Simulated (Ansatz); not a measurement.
# Ir: the cost of one run

Computed with Ansatz 0.2.0 (DFT PBEsol, scalar-relativistic, plane waves, PAW, unless a step's input says otherwise).

This is Ir in the hcp structure; at room conditions it is fcc.

2 further runs of the same task are left out: 2 set aside as unsound or not needed.

**1. Starting point**

Symmetry: P6_3/mmc, No. 194, hexagonal system. The conventional cell has a = 2.719 Å, b = 2.719 Å, c = 4.408 Å, α = 90.00°, β = 90.00°, γ = 120.00°. Around Ir (site symmetry -6m2) lie 12 Ir at 2.71 to 2.72 Å.

As a file:

```
Ir
1.0
     2.71906    0.00000    0.00000
    -1.35953    2.35477    0.00000
     0.00000    0.00000    4.40793
Ir
2
Direct
  0.66667 0.33333 0.75000
  0.33333 0.66667 0.25000
```

It goes back to an entry of the Materials Project, which need not be the stable form.

It is the result of an earlier relaxation at this level (volume 14.11 Å³/atom; gap on the mesh: none (metal)).

**2. The undisturbed cell**

input.yaml

```yaml
crystal:
  lattice:
    - [2.7190554922, 0.0, 0.0]
    - [-1.3595277461, 2.3547711306, 0.0]
    - [0.0, 0.0, 4.4079330489]
  atoms:
    - { symbol: Ir, position: [0.6666666667, 0.3333333333, 0.75] }
    - { symbol: Ir, position: [0.3333333333, 0.6666666667, 0.25] }
basis:
  ecutwfc: 420
kpoints:
  mp_grid: { grid: [12, 12, 8] }
hamiltonian:
  xc: pbesol
scf:
  occupations: { method: gaussian, width: 0.15 }
output:
  forces: true
  stress: true
  eigenvalues: true
```

On the command line:

```
$ ansatz run input.yaml --threads 1 --pin off --max-ram 2560MiB --backend cpu --events-out ev --progress --plain --runs-dir out
```

Q: Estimate wall time and peak memory on 1 thread of Arm Neoverse V2, shared host.

About 2.4 s, with a peak of 0.31 GiB.
